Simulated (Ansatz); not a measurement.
# C2H3Cl2FSi: geometry and vibrations

Aim: relax C2H3Cl2FSi from a cheap starting geometry, check the end point by its vibrations and derive ideal-gas thermochemistry, and look at its orbitals and charge.

Program: Ansatz 0.2.0, Gaussian basis. Level of theory: RKS PBE0-D4/def2-TZVP. These are calculated values, not measurements.

Levels to be run: relaxation at PBE-D4/def2-SVP; relaxation at PBE0-D4/def2-TZVP; harmonic vibrations at the same level; a single point in def2-TZVPP for the fields.

### 1 The system as given

9 atoms, charge 0, spin multiplicity 1.

Atoms are counted from 1 here; the program's logs count them from 0.

Bond lengths: C1–C2 1.406 Å, C1–H7 1.066 Å, C1–H8 1.048 Å, C2–Si3 1.851 Å, C2–H9 1.126 Å, Si3–F4 1.563 Å, Si3–Cl5 2.037 Å, Si3–Cl6 2.022 Å. Angles: C2–C1–H7 118.9°, C2–C1–H8 119.4°, H7–C1–H8 121.7°, C1–C2–Si3 128.4°, C1–C2–H9 117.6°, Si3–C2–H9 114.0°, C2–Si3–F4 108.4°, C2–Si3–Cl5 104.8°, C2–Si3–Cl6 105.1°, F4–Si3–Cl5 112.0°, F4–Si3–Cl6 116.8°, Cl5–Si3–Cl6 108.9°.

Coordinates:

```
C     1.2568   -0.9654    0.5664
C     0.4473    0.1762    0.4279
Si   -1.0540    0.3988   -0.6325
F    -1.2875   -0.9184   -1.4402
Cl   -0.6039    1.9697   -1.8481
Cl   -2.5198    0.9577    0.6427
H     2.0963   -0.9245    1.2220
H     1.0397   -1.8223    0.0034
H     0.7136    1.0819    1.0414
```

The start is a force-field geometry with small random shifts, so a cheaper pass at PBE-D4/def2-SVP comes first.

### 2 Relaxation at PBE-D4/def2-SVP (cheap first pass)

File in.yaml:

```yaml
crystal:
  periodic: [false, false, false]
  atoms:
    - {symbol: C, position_ang: [1.256800, -0.965400, 0.566400]}
    - {symbol: C, position_ang: [0.447300, 0.176200, 0.427900]}
    - {symbol: Si, position_ang: [-1.054000, 0.398800, -0.632500]}
    - {symbol: F, position_ang: [-1.287500, -0.918400, -1.440200]}
    - {symbol: Cl, position_ang: [-0.603900, 1.969700, -1.848100]}
    - {symbol: Cl, position_ang: [-2.519800, 0.957700, 0.642700]}
    - {symbol: H, position_ang: [2.096300, -0.924500, 1.222000]}
    - {symbol: H, position_ang: [1.039700, -1.822300, 0.003400]}
    - {symbol: H, position_ang: [0.713600, 1.081900, 1.041400]}
basis:
  gaussian: {orbitals: def2-SVP}
hamiltonian: {xc: pbe, dispersion: d4}
relax: {f_tol: 0.03, max_steps: 200}
```

Started as:

```console
$ ansatz run in.yaml --threads 4 --pin off --events-out ev --progress --plain --max-ram 10444MiB
```

Standard output, cut to the lines that bear on the results:

```text
Functional definition: PBE
  name "PBE"
  cite "Perdew, Burke & Ernzerhof, Phys. Rev. Lett. 77, 3865 (1996) doi:10.1103/PhysRevLett.77.3865"
  parent pbe
[...]
1224 factors; their error is unknown
[...]
mean field -37732.46355672 eV, -1386.6424597271 hartree, gradient 6.6e-5 eV, S^2 0.000000; 0 other end points of the search recorded, 0 dependent functions left out
[...]
reference -37732.46358766 eV, -1386.6424608640 hartree; 36, 36 occupied and 75, 75 virtual orbitals, 1224 factors
relax step   1: F+E_penalty+E_count = -37732.75139070 eV  Δ(F+E_penalty+E_count) = +0.000e0 eV  max|allowed force component| = 4.154e0 eV/Å  Δτ_max = 0.0000 Å  (28 SCF iters, accepted)
[...]
relax step   6: F+E_penalty+E_count = -37733.18371670 eV  Δ(F+E_penalty+E_count) = -4.856e-3 eV  max|allowed force component| = 5.947e-2 eV/Å  Δτ_max = 0.0322 Å  (31 SCF iters, accepted)
[...]
relax step   7: F+E_penalty+E_count = -37733.18469042 eV  Δ(F+E_penalty+E_count) = -9.737e-4 eV  max|allowed force component| = 2.020e-2 eV/Å  Δτ_max = 0.0141 Å  (32 SCF iters, accepted)
1224 factors; their error is unknown
[...]
mean field -37732.90082122 eV, -1386.6585289010 hartree, gradient 1.8e-5 eV, S^2 0.000000; 1 other end points of the search recorded, 0 dependent functions left out
[...]
reference -37732.90085227 eV, -1386.6585300421 hartree; 36, 36 occupied and 75, 75 virtual orbitals, 1224 factors
Total energy: -37733.18472147 eV, -1386.6689620428 hartree
Atom 0 at     1.220440    -0.915497     0.551594 Å, force    -0.009399     0.012414    -0.007238 eV/Å
Atom 1 at     0.524604     0.238823     0.509495 Å, force     0.006772     0.006684    -0.001490 eV/Å
Atom 2 at    -0.963595     0.452682    -0.566019 Å, force     0.014095    -0.020198     0.010477 eV/Å
Atom 3 at    -1.243806    -0.933941    -1.376111 Å, force     0.012258     0.007752     0.012146 eV/Å
Atom 4 at    -0.690600     1.951445    -1.953007 Å, force     0.001724     0.004431    -0.012391 eV/Å
Atom 5 at    -2.642269     0.888331     0.546081 Å, force    -0.016173    -0.003001     0.002531 eV/Å
Atom 6 at     2.108824    -1.033415     1.195341 Å, force    -0.003034    -0.003753     0.000281 eV/Å
Atom 7 at     0.932559    -1.789848    -0.055881 Å, force    -0.010952     0.002885    -0.005267 eV/Å
Atom 8 at     0.842343     1.095121     1.131507 Å, force     0.004709    -0.007214     0.000952 eV/Å
Dipole moment:     0.371143    -0.059110     0.263462 e Å
```

It took 7 s on 4 threads of Intel Xeon 6975P-C, shared host.

The steps of the relaxation:

| step | energy from step 1 (eV) | largest force component (eV/Å) |
| --- | --- | --- |
| 1 | 0.0000 | 4.1538 |
| 2 | -0.3514 | 1.3306 |
| 3 | -0.3771 | 0.7124 |
| 4 | -0.4196 | 0.3324 |
| 5 | -0.4275 | 0.1567 |
| 6 | -0.4323 | 0.0595 |
| 7 | -0.4333 | 0.0202 |

Distances of close pairs at the start and the end, largest changes first:

| bond | before (Å) | after (Å) | change (Å) |
| --- | --- | --- | --- |
| Si3–F4 | 1.563 | 1.630 | +0.068 |
| C1–C2 | 1.406 | 1.348 | -0.058 |
| C1–H8 | 1.048 | 1.103 | +0.055 |
| Si3–Cl6 | 2.022 | 2.060 | +0.039 |
| C1–H7 | 1.066 | 1.103 | +0.037 |
| Si3–Cl5 | 2.037 | 2.060 | +0.024 |
| C2–H9 | 1.126 | 1.105 | -0.021 |
| C2–Si3 | 1.851 | 1.849 | -0.003 |

### 3 Geometry optimisation, PBE0-D4/def2-TZVP

File in.yaml:

```yaml
crystal:
  periodic: [false, false, false]
  atoms:
    - {symbol: C, position_ang: [1.220440, -0.915497, 0.551594]}
    - {symbol: C, position_ang: [0.524604, 0.238823, 0.509495]}
    - {symbol: Si, position_ang: [-0.963595, 0.452682, -0.566019]}
    - {symbol: F, position_ang: [-1.243806, -0.933941, -1.376111]}
    - {symbol: Cl, position_ang: [-0.690600, 1.951445, -1.953007]}
    - {symbol: Cl, position_ang: [-2.642269, 0.888331, 0.546081]}
    - {symbol: H, position_ang: [2.108824, -1.033415, 1.195341]}
    - {symbol: H, position_ang: [0.932559, -1.789848, -0.055881]}
    - {symbol: H, position_ang: [0.842343, 1.095121, 1.131507]}
basis:
  gaussian: {orbitals: def2-TZVP}
hamiltonian: {xc: pbe0, dispersion: d4}
relax: {f_tol: 0.005, max_steps: 150}
```

The command is unchanged.

Standard output, cut to the lines that bear on the results:

```text
Functional definition: PBE0
  name "PBE0"
  cite "Adamo & Barone, J. Chem. Phys. 110, 6158 (1999) doi:10.1063/1.478522"
  cite "Perdew, Burke & Ernzerhof, Phys. Rev. Lett. 77, 3865 (1996) doi:10.1103/PhysRevLett.77.3865"
  parent pbe
[...]
1452 factors; their error is unknown
[...]
mean field -37753.34494317 eV, -1387.4098365253 hartree, gradient 5.3e-5 eV, S^2 0.000000; 0 other end points of the search recorded, 0 dependent functions left out
[...]
reference -37753.34497327 eV, -1387.4098376312 hartree; 36, 36 occupied and 186, 186 virtual orbitals, 1452 factors
relax step   1: F+E_penalty+E_count = -37753.58773981 eV  Δ(F+E_penalty+E_count) = +0.000e0 eV  max|allowed force component| = 1.264e0 eV/Å  Δτ_max = 0.0000 Å  (30 SCF iters, accepted)
[...]
Total energy: -37753.67159334 eV, -1387.4218406974 hartree
Atom 0 at     1.204793    -0.903249     0.544929 Å, force     0.002020     0.002141     0.002628 eV/Å
Atom 1 at     0.522020     0.237595     0.504869 Å, force     0.001482    -0.001142     0.000761 eV/Å
Atom 2 at    -0.953050     0.444372    -0.560693 Å, force     0.003313    -0.000759     0.002098 eV/Å
Atom 3 at    -1.223363    -0.903929    -1.348548 Å, force    -0.001111     0.002219    -0.000373 eV/Å
Atom 4 at    -0.688597     1.920740    -1.930891 Å, force    -0.000548    -0.000241    -0.000559 eV/Å
Atom 5 at    -2.613812     0.869524     0.529293 Å, force     0.000120    -0.000749    -0.000133 eV/Å
Atom 6 at     2.079447    -1.023832     1.176940 Å, force     0.000603    -0.000194     0.000769 eV/Å
Atom 7 at     0.918412    -1.763441    -0.051728 Å, force    -0.002611    -0.001417    -0.002318 eV/Å
Atom 8 at     0.842651     1.075920     1.118828 Å, force    -0.003266     0.000142    -0.002874 eV/Å
Dipole moment:     0.377245    -0.067359     0.265967 e Å
```

It took 25 s on 4 threads of Intel Xeon 6975P-C, shared host; peak memory 0.73 GiB.

Relaxation path: (the energy doesn't fall at every step)

| step | energy from step 1 (eV) | largest force component (eV/Å) |
| --- | --- | --- |
| 1 | 0.0000 | 1.2640 |
| 2 | -0.0697 | 0.7407 |
| 3 | -0.0821 | 0.2140 |
| 4 | -0.0802 | 0.3441 |
| 5 | -0.0835 | 0.0372 |
| 6 | -0.0838 | 0.0215 |
| 7 | -0.0838 | 0.0033 |

Distances of close pairs at the start and the end, largest changes first:

| bond | before (Å) | after (Å) | change (Å) |
| --- | --- | --- | --- |
| Si3–F4 | 1.630 | 1.585 | -0.045 |
| Si3–Cl6 | 2.060 | 2.031 | -0.029 |
| Si3–Cl5 | 2.060 | 2.032 | -0.029 |
| C1–C2 | 1.348 | 1.330 | -0.018 |
| C1–H7 | 1.103 | 1.086 | -0.018 |
| C2–H9 | 1.105 | 1.087 | -0.018 |
| C1–H8 | 1.103 | 1.085 | -0.018 |
| C2–Si3 | 1.849 | 1.831 | -0.017 |

Mulliken charges of the relaxed molecule (report file):

| atom | value (e) |
| --- | --- |
| C1 | -0.24 |
| C2 | -0.26 |
| Si3 | 0.75 |
| F4 | -0.28 |
| Cl5 | -0.20 |
| Cl6 | -0.20 |
| H7 | 0.14 |
| H8 | 0.15 |
| H9 | 0.14 |

### 4 Harmonic vibrations

File in.yaml:

```yaml
crystal:
  periodic: [false, false, false]
  atoms:
    - {symbol: C, position_ang: [1.204793, -0.903249, 0.544929]}
    - {symbol: C, position_ang: [0.522020, 0.237595, 0.504869]}
    - {symbol: Si, position_ang: [-0.953050, 0.444372, -0.560693]}
    - {symbol: F, position_ang: [-1.223363, -0.903929, -1.348548]}
    - {symbol: Cl, position_ang: [-0.688597, 1.920740, -1.930891]}
    - {symbol: Cl, position_ang: [-2.613812, 0.869524, 0.529293]}
    - {symbol: H, position_ang: [2.079447, -1.023832, 1.176940]}
    - {symbol: H, position_ang: [0.918412, -1.763441, -0.051728]}
    - {symbol: H, position_ang: [0.842651, 1.075920, 1.118828]}
basis:
  gaussian: {orbitals: def2-TZVP}
hamiltonian: {xc: pbe0, dispersion: d4}
phonons: {temperatures: {t_min: 298.15, t_max: 900, t_step: 200}}
```

The command is unchanged.

Standard output, cut to the lines that bear on the results:

```text
Functional definition: PBE0
  name "PBE0"
  cite "Adamo & Barone, J. Chem. Phys. 110, 6158 (1999) doi:10.1063/1.478522"
  cite "Perdew, Burke & Ernzerhof, Phys. Rev. Lett. 77, 3865 (1996) doi:10.1103/PhysRevLett.77.3865"
  parent pbe
[...]
1452 factors; their error is unknown
[...]
mean field -37753.42643821 eV, -1387.4128314127 hartree, gradient 2.0e-5 eV, S^2 0.000000; 0 other end points of the search recorded, 0 dependent functions left out
[...]
reference -37753.42646811 eV, -1387.4128325114 hartree; 36, 36 occupied and 186, 186 virtual orbitals, 1452 factors
[...]
1452 factors; their error is unknown
mean field -37753.42628798 eV, -1387.4128258920 hartree, gradient 2.4e-6 eV, S^2 0.000000; 0 other end points of the search recorded, 0 dependent functions left out
[...]
reference -37753.42631788 eV, -1387.4128269907 hartree; 36, 36 occupied and 186, 186 virtual orbitals, 1452 factors
[...]
Atom 1 at     0.522020     0.237595     0.504869 Å, force     0.001478    -0.001172     0.000749 eV/Å
Atom 2 at    -0.953050     0.444372    -0.560693 Å, force     0.003296    -0.000760     0.002089 eV/Å
Atom 3 at    -1.223363    -0.903929    -1.348548 Å, force    -0.001104     0.002212    -0.000375 eV/Å
Atom 4 at    -0.688597     1.920740    -1.930891 Å, force    -0.000540    -0.000239    -0.000557 eV/Å
Atom 5 at    -2.613812     0.869524     0.529293 Å, force     0.000124    -0.000747    -0.000124 eV/Å
Atom 6 at     2.079447    -1.023832     1.176940 Å, force     0.000608    -0.000195     0.000772 eV/Å
Atom 7 at     0.918412    -1.763441    -0.051728 Å, force    -0.002625    -0.001402    -0.002321 eV/Å
Atom 8 at     0.842651     1.075920     1.118828 Å, force    -0.003264     0.000154    -0.002869 eV/Å
Dipole moment:     0.377244    -0.067360     0.265967 e Å
Vibrations: 69.82 149.59 157.61 179.65 266.62 268.37 362.12 524.41 524.94 635.19 738.97 923.23 1021.74 1022.91 1038.42 1292.22 1445.18 1672.03 3144.26 3164.64 3231.70 cm⁻¹, zero-point energy 1.353511 eV
```

Run time: 2 min. Hardware: 4 threads of Intel Xeon 6975P-C, shared host; peak memory 0.74 GiB.

Motions are named by where the mode's potential energy lies. The modes, unscaled (a negative number is an imaginary wavenumber):

| mode | cm⁻¹ | motion |
| --- | --- | --- |
| 1 | 70 | torsion |
| 2 | 150 | bend |
| 3 | 158 | bend |
| 4 | 180 | bend with torsion |
| 5 | 267 | bend |
| 6 | 268 | torsion with bend |
| 7 | 362 | bend with Si–Cl stretch |
| 8 | 524 | torsion with Si–Cl stretch |
| 9 | 525 | Si–Cl stretch with bend |
| 10 | 635 | Si–Cl stretch with torsion |
| 11 | 739 | Si–C stretch |
| 12 | 923 | Si–F stretch |
| 13 | 1022 | torsion with out-of-plane bend |
| 14 | 1023 | bend |
| 15 | 1038 | torsion |
| 16 | 1292 | bend |
| 17 | 1445 | bend |
| 18 | 1672 | C–C stretch |
| 19 | 3144 | C–H stretch |
| 20 | 3165 | C–H stretch |
| 21 | 3232 | C–H stretch |

From these modes and the moments of inertia (298.15 K, 1 bar, symmetry number 1):

| term | value |
| --- | --- |
| zero-point energy | 130.6 kJ/mol |
| H(298) − E | 153.0 kJ/mol |
| entropy, translation | 170.9 J/(mol K) |
| entropy, rotation | 120.7 J/(mol K) |
| entropy, vibration | 76.8 J/(mol K) |
| entropy, total | 368.5 J/(mol K) |

### 5 Orbitals, density and potential

in.yaml: that of step 4 with these lines changed.

```diff
@@ -13,4 +13,4 @@
 basis:
-  gaussian: {orbitals: def2-TZVP}
+  gaussian: {orbitals: def2-TZVPP}
 hamiltonian: {xc: pbe0, dispersion: d4}
-phonons: {temperatures: {t_min: 298.15, t_max: 900, t_step: 200}}
+output: {orbitals: {seedname: orbitals}}
```

Same command.

Standard output:

```text
Functional definition: PBE0
  name "PBE0"
  cite "Adamo & Barone, J. Chem. Phys. 110, 6158 (1999) doi:10.1063/1.478522"
  cite "Perdew, Burke & Ernzerhof, Phys. Rev. Lett. 77, 3865 (1996) doi:10.1103/PhysRevLett.77.3865"
  parent pbe
  parameter a = 0.25
  parameter kappa = 0.804
  parameter beta = 0.06672455060314922
  exchange = (1 - a)*pbe_x(kappa = kappa, mu = beta*pi^2/3) + a*exact_x
  correlation = pbe_c(beta = beta)
1634 factors; their error is unknown
mean field evaluation 1: about -37747.0721 eV, gradient 5.5e1 eV
mean field evaluation 2: about -37743.9793 eV, gradient 6.7e1 eV
mean field evaluation 4: about -37753.3527 eV, gradient 3.5e0 eV
mean field evaluation 8: about -37753.3707 eV, gradient 1.1e-1 eV
mean field evaluation 16: about -37753.4614 eV, gradient 4.5e-4 eV
mean field -37753.46143212 eV, -1387.4141174153 hartree, gradient 8.3e-5 eV, S^2 0.000000; 0 other end points of the search recorded, 0 dependent functions left out
reference -37753.46146237 eV, -1387.4141185267 hartree; 36, 36 occupied and 225, 225 virtual orbitals, 1634 factors
Total energy: -37753.70658937 eV, -1387.4231267779 hartree
```

Wall time 2.9 s (4 threads of Intel Xeon 6975P-C, shared host); peak memory 0.84 GiB.

The fields below are evaluated on a grid from the run's orbitals.

Frontier orbitals at PBE0-D4/def2-TZVPP, with the share of their density that lies nearest to each atom:

| orbital | energy (eV) | lies on |
| --- | --- | --- |
| HOMO | -8.67 | C1, C2 about 35 % each; Cl5, Cl6 about 8 % each |
| LUMO | -1.17 | C1, C2 about 29 % each; H7, H8 about 9 % each; Si3 9 % |

ELF in a plane through or near 7 of the atoms.

Ten even steps from ' ' (0.00) to '@' (1.00):
```
                                                        
                                                        
                                                        
                    ..==++--..                          
                  ::**@@@@@@++..                        
                  ::%%@@@@@@##::                        
          ::::..  ..++@@@@@@**::                        
        **%%@@%%::..--##%%##**++::....                  
      ::%%@@@@@@%%==**==**::%%%%::  ::::..              
      --@@@@@@@@@@--==%%--==@@++++==..::..              
      ..##@@@@@@**==****++**%%..##%%--....              
        ::--==++**####++....::....::  ..                
            ..--%%@@@@%%..  ::**####**..                
            ..++@@@@@@%%    **%%######==                
            ..++@@@@@@==  ..**%%++##%%++..              
                --++--      --++****++::                
                              ..::::..                  
                                                        
                                                        
                                                        
```
The map spans 10.4 Å across and 8.7 Å up, centred on the molecule. Atoms in the plane (x, y in Å): C1 (-1.6, -0.2), C2 (-0.5, 0.6), Si3 (1.2, -0.1), F4 (1.1, -1.7), H7 (-2.6, 0.3), H8 (-1.5, -1.3), H9 (-0.6, 1.7).

log10 of the density (e/Å³) in the same plane.

Ten even steps from '0' (-4.0) to '9' (1.9):
```
0000000000000000000000000000
0000000000000000000000000000
0000000000111110000000000000
0000000011223221100000000000
0000000012344433211111100000
0000112224466654333332221000
0001223334567655444433321000
0002334455567765555444332100
0012345666679866655554432100
0012456777777766786554432100
0012346679876666997554332100
0002345567765556776544332100
0001234567765456776543221000
0000123456654467987543210000
0000012345544467887533100000
0000001223322345665432000000
0000000111112234443321000000
0000000000000122222100000000
0000000000000000110000000000
0000000000000000000000000000
```
The map spans 10.4 Å across and 8.7 Å up, centred on the molecule. Atoms in the plane (x, y in Å): C1 (-1.6, -0.2), C2 (-0.5, 0.6), Si3 (1.2, -0.1), F4 (1.1, -1.7), H7 (-2.6, 0.3), H8 (-1.5, -1.3), H9 (-0.6, 1.7).

On the surface of density 0.002 e/bohr³ the electrostatic potential runs, from the 1st to the 99th percentile, from -0.67 V near F4 to 1.24 V near H9.

### 6 What came out

| quantity | value |
| --- | --- |
| point group | Cs |
| steps | 7 + 7 |
| shift from the start (rms) | 0.131 Å |
| total energy | -37753.6716 eV |
| dispersion term | -245 meV |
| dipole moment | 2.24 D |
| lowest, highest wavenumber | 70, 3232 cm⁻¹ |
| zero-point energy | 130.6 kJ/mol |
| entropy at 298.15 K | 368.5 J/(mol K) |
| HOMO, LUMO | -8.67, -1.17 eV |

**Reading.** The atoms moved 0.13 Å (rms) from the start; the bond that changed most is C1–C2, from 1.406 to 1.330 Å. No mode is imaginary: a true minimum at this level. The stiffest mode, 3232 cm⁻¹, is a C–H stretch, and 4 modes under 200 cm⁻¹ make the vibrational entropy uncertain. Harmonic hybrid wavenumbers usually lie a few per cent above measured fundamentals. The largest Mulliken charge, +0.75 e, sits on Si3. The HOMO lies mostly on C1, C2 about 35 % each; Cl5, Cl6 about 8 % each and the LUMO on C1, C2 about 29 % each; H7, H8 about 9 % each.
